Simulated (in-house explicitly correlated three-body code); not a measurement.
# Two electrons around a charge of +37.856: exact states and exact Kohn–Sham parts

One table from this session's results is given with a row withheld; the runs are named, their logs left out.

Program: in-house explicitly correlated three-body code version 1. Level of theory: two electrons, non-relativistic, variational in exponentially correlated functions. These are calculated values, not measurements, unless marked.

## What is computed

```
charge of the centre : +37.856
mass of the centre   : infinite
interactions         : Coulomb
basis                : 260 functions exp(−a r1 − b r2 − g r12) a state, exponent ranges optimised
units                : hartree and bohr; relativity and QED are left out
```

The first run:

Settings:

```ini
Z = 37.856
interaction_strength = 1.0
functions = 260
states_tried = 13
```

Command:

```console
$ python run_hyl.py task.json out
```

One table of the session follows, with a row left open; its other results are not shown here.

```
state  binding (eV)  excitation (eV)  ⟨r12⟩ (bohr)
 1 ¹S             ?                ?             ?
 2 ³S       4682.21          14176.3        0.1677
 2 ³P       4643.97          14214.5        0.1448
 2 ¹S       4638.80          14219.7        0.1667
 2 ¹P       4611.06          14247.4        0.1389
 3 ³S       2070.78          16787.7        0.3663
 3 ³P       2060.15          16798.3        0.3416
 3 ¹S       2059.36          16799.1        0.3676
 3 ¹P       2051.33          16807.1        0.3416
 4 ³S       1162.25          17696.2        0.6489
 4 ³P       1157.85          17700.6        0.6244
 4 ¹P       1154.25          17704.2        0.6258
```

Estimate the missing values for 1 ¹S.

As computed: binding (eV): 18858.5; excitation (eV): 0; ⟨r12⟩ (bohr): 0.05851. In the column «binding (eV)» it is the highest.
